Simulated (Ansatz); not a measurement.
I need a relaxation followed by a look at the electronic structure of In, space group Im-3m. Use Ansatz 0.2.0 through its Python package. Settings (first run): PBEsol, PAW, cutoff 517 eV, 8×8×8 k-points, Gaussian smearing of 0.15 eV.

```xyz
1
Lattice="-1.8825 1.8825 1.8825 1.8825 -1.8825 1.8825 1.8825 1.8825 -1.8825" Properties=species:S:1:pos:R:3 pbc="T T T"
In    0.0000    0.0000    0.0000
```

`in_pipeline.py`:
```python
"""From the given cell of In to a relaxed cell, its gap and its density of states."""

import ansatz
import numpy as np


def count_gap(report):
    # lowest empty less highest filled band, counting bands; zero where they overlap
    return max(report.get("gap_by_band_count_ev") or 0.0, 0.0)


def configured(crystal, spacing):
    return (
        crystal.calculation()
        .occupations(ansatz.OccupationsMethod.GAUSSIAN, width=0.15)
        .functional("PBEsol")
        .pseudopotentials("paw")
        .basis(19 * ansatz.Ha)
        .kpoints(spacing=spacing)
    )

system = (
    ansatz.Lattice.of([-1.882525, 1.882525, 1.882525], [1.882525, -1.882525, 1.882525], [1.882525, 1.882525, -1.882525])
    .atom("In", [0.0, 0.0, 0.0])
)

relaxed = configured(system, 0.3).relax(cell=True, force_tolerance=0.02, max_steps=40).checkpoint(write="relax.run", compress=False).run(threads=1)
cell = np.asarray(relaxed.lattice.cell_ang)
print("relaxed edges (A):", np.linalg.norm(cell, axis=1).round(4), " volume:", round(abs(np.linalg.det(cell)), 3), "A^3")
for site in relaxed.lattice.sites:
    print(" ", site.symbol, np.round(site.position_frac, 4) + 0.0)

final = ansatz.Crystal.from_checkpoint("relax.run")
result = configured(final, 0.22).functional("r2scan").stress().band_table().density_of_states(energy_step=0.05).run(threads=1)
summary = result.report
dos = result.density_of_states()
print(f"pressure at the relaxed cell {np.trace(summary['stress_gpa']) / 3:.3f} GPa, gap by band count {count_gap(summary):.3f} eV")
if count_gap(summary) == 0:
    print("states/eV at the Fermi level:", round(float(np.interp(dos.fermi_ev, dos.energies_ev, dos.spin_summed_g_bin_mean_per_ev)), 3))
```

```console
$ python in_pipeline.py
relaxed edges (A): [3.2276 3.2276 3.2276]  volume: 25.882 A^3
  In [0. 0. 0.]
DeckWarning: crystal.checkpoint: the structure is that of relax.run, a `relax` run, at its step 3: its result, under pbesol at a charge of 0 e; 1 atoms read, 0 with a starting moment [...]
pressure at the relaxed cell 1.247 GPa, gap by band count 0.000 eV
states/eV at the Fermi level: 0.454
```
(Warnings from the package without file and line, shortened.)

Reading the output:
- The zero of the levels is a convention of the potentials, so an absolute Fermi energy is no work function.
- A gap by band count of zero or less means overlapping bands, a metal, and at an odd count of electrons it is no gap at all.
- This isn't the structure that In takes at ambient conditions.
- Levels are Kohn-Sham eigenvalues on this mesh, without spin-orbit coupling.
- Where the second run takes another functional or mesh than the relaxation, its pressure isn't zero; pressure is positive in compression.
- The computed bands are complete only to about 6.3 eV above the Fermi level; beyond that the density of states is undercounted.
- Finished in 5.8 s on 1 thread of Arm Neoverse V1, on a shared host, peak memory 0.44 GiB.

(Lines on the test bed's own set-up are left out of the output.)
